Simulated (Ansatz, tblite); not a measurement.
# SnH2Me(OtBu) (C₅H₁₄OSn): a ladder of methods and basis sets

One table from this session's results is given with a row withheld; the runs are named, their logs left out.

The runs use Ansatz 0.2.0, Gaussian basis; as each input shows.

Levels to be run: GFN1-xTB, GFN2-xTB, PBE-D4/def2-TZVP, r2SCAN-D4/def2-TZVP, PBE-QIDH/def2-TZVP, r2SCAN0-D4/def2-TZVP, LC-ωPBE/def2-TZVP, PBE-D4/def2-SVP, PBE0-D4/def2-SVP, MP2/def2-TZVP, RPA/def2-TZVP.

2 further runs of the same task are left out: 2 set aside as unsound or not needed. Runs told in other sessions of the task aren't counted.

### The structure

The singlet was relaxed beforehand with PBE-D4/def2-SVP.

21 atoms, charge 0, spin multiplicity 1.

Bond lengths: C1–Sn7 2.157 Å, C1–H10 1.106 Å, C1–H11 1.106 Å, C1–H12 1.106 Å, C2–C3 1.538 Å, C2–C4 1.537 Å, C2–C5 1.538 Å, C2–O6 1.429 Å, C3–H13 1.109 Å, C3–H14 1.110 Å, C3–H15 1.109 Å, C4–H16 1.108 Å, C4–H17 1.109 Å, C4–H18 1.108 Å, C5–H19 1.111 Å, C5–H20 1.109 Å, C5–H21 1.109 Å, O6–Sn7 2.024 Å and more. Angles: Sn7–C1–H10 110.4°, Sn7–C1–H11 109.0°, Sn7–C1–H12 109.2°, H10–C1–H11 109.5°, H10–C1–H12 109.5°, H11–C1–H12 109.3°, C3–C2–C4 110.0°, C3–C2–C5 110.2°, C3–C2–O6 110.8°, C4–C2–C5 110.0°, C4–C2–O6 104.7°, C5–C2–O6 110.9°, C2–C3–H13 111.6°, C2–C3–H14 111.1°, C2–C3–H15 110.2°, H13–C3–H14 107.4°, H13–C3–H15 108.4°, H14–C3–H15 108.0° and more.

As a file:

```xyz
21
charge 0, multiplicity 1
C    -0.7744    3.4360   -0.5955
C    -0.0373   -1.0735   -0.0098
C    -0.1282   -1.3212    1.5058
C    -1.0538   -1.9580   -0.7498
C     1.3854   -1.3720   -0.5131
O    -0.4213    0.2653   -0.3288
Sn    0.5106    1.9497    0.2950
H     0.5229    2.0187    2.0315
H     2.1325    1.9940   -0.3270
H    -0.4464    4.4528   -0.3074
H    -1.8113    3.2697   -0.2472
H    -0.7387    3.3350   -1.6966
H     0.0840   -2.3798    1.7595
H     0.6028   -0.6938    2.0582
H    -1.1430   -1.0703    1.8747
H    -2.0801   -1.7204   -0.4060
H    -0.8597   -3.0356   -0.5750
H    -1.0037   -1.7589   -1.8386
H     2.1367   -0.7491    0.0170
H     1.4624   -1.1548   -1.5974
H     1.6607   -2.4338   -0.3494
```

Sn takes a core potential in the def2 sets. No spin-orbit coupling is included.

PBE0-D4/def2-TZVP was run before; its log isn't repeated, and its numbers join the tables.

The first run:

Tight binding, by tblite at 300 K electronic temperature and without a spin-polarisation term:

```python
tblite.interface.Calculator('GFN1-xTB', numbers, positions, charge=0, uhf=0).singlepoint()
```

Tight binding, by tblite at 300 K electronic temperature and without a spin-polarisation term:

```python
tblite.interface.Calculator('GFN2-xTB', numbers, positions, charge=0, uhf=0).singlepoint()
```

start.molden holds the orbitals of an earlier run on this state, given as this run's starting guess.

File in.yaml:

```yaml
crystal:
  periodic: [false, false, false]
  atoms:
    - {symbol: C, position_ang: [-0.774421, 3.436041, -0.595462]}
    - {symbol: C, position_ang: [-0.037295, -1.073547, -0.009833]}
    - {symbol: C, position_ang: [-0.128200, -1.321172, 1.505841]}
    - {symbol: C, position_ang: [-1.053808, -1.957999, -0.749811]}
    - {symbol: C, position_ang: [1.385359, -1.372017, -0.513142]}
    - {symbol: O, position_ang: [-0.421290, 0.265301, -0.328753]}
    - {symbol: Sn, position_ang: [0.510597, 1.949743, 0.294985]}
    - {symbol: H, position_ang: [0.522948, 2.018661, 2.031500]}
    - {symbol: H, position_ang: [2.132482, 1.994028, -0.326983]}
    - {symbol: H, position_ang: [-0.446431, 4.452790, -0.307430]}
    - {symbol: H, position_ang: [-1.811308, 3.269703, -0.247180]}
    - {symbol: H, position_ang: [-0.738702, 3.334995, -1.696610]}
    - {symbol: H, position_ang: [0.083972, -2.379839, 1.759507]}
    - {symbol: H, position_ang: [0.602790, -0.693781, 2.058213]}
    - {symbol: H, position_ang: [-1.143046, -1.070279, 1.874665]}
    - {symbol: H, position_ang: [-2.080070, -1.720417, -0.406023]}
    - {symbol: H, position_ang: [-0.859706, -3.035590, -0.575003]}
    - {symbol: H, position_ang: [-1.003735, -1.758862, -1.838639]}
    - {symbol: H, position_ang: [2.136701, -0.749116, 0.016993]}
    - {symbol: H, position_ang: [1.462406, -1.154803, -1.597429]}
    - {symbol: H, position_ang: [1.660747, -2.433833, -0.349415]}
basis:
  gaussian: {orbitals: def2-TZVP, initial_orbitals: start.molden}
hamiltonian: {xc: pbe, dispersion: d4}
scf: {omitted_lower_state_checks: [starts]}
output: {forces: true, orbitals: {seedname: orbitals}}
```

The run is started by

```console
> ansatz run in.yaml --threads 4 --pin off --events-out ev --progress --plain --max-ram 4787MiB
```

Steps of the session up to this table: PBE-D4/def2-TZVP; r2SCAN-D4/def2-TZVP; PBE-QIDH/def2-TZVP; r2SCAN0-D4/def2-TZVP; LC-ωPBE/def2-TZVP; PBE-D4/def2-SVP; PBE0-D4/def2-SVP; MP2/def2-TZVP; RPA/def2-TZVP.

One of the session's tables, all rows but one given; the rest of the session is left out.

It belongs to the step «Binding energy». 

| level | binding an atom (eV) |
| --- | --- |
| HF/def2-TZVP | 2.830 |
| PBE-D4/def2-SVP | 3.907 |
| PBE-D4/def2-TZVP | 3.883 |
| r2SCAN-D4/def2-TZVP | 3.831 |
| PBE0-D4/def2-SVP | 3.858 |
| PBE0-D4/def2-TZVP | 3.832 |
| r2SCAN0-D4/def2-TZVP | 3.787 |
| LC-ωPBE/def2-TZVP | 3.810 |
| MP2/def2-TZVP | ? |

**Question.** Estimate the row for MP2/def2-TZVP.

The run gave: binding an atom (eV): 3.722. In the column «binding an atom (eV)» it lies between HF/def2-TZVP (2.830) and r2SCAN0-D4/def2-TZVP (3.787).

To keep in mind: Free atoms were run apart at each level; binding is atoms less cluster, divided by the number of atoms, without zero-point or spin-orbit terms.
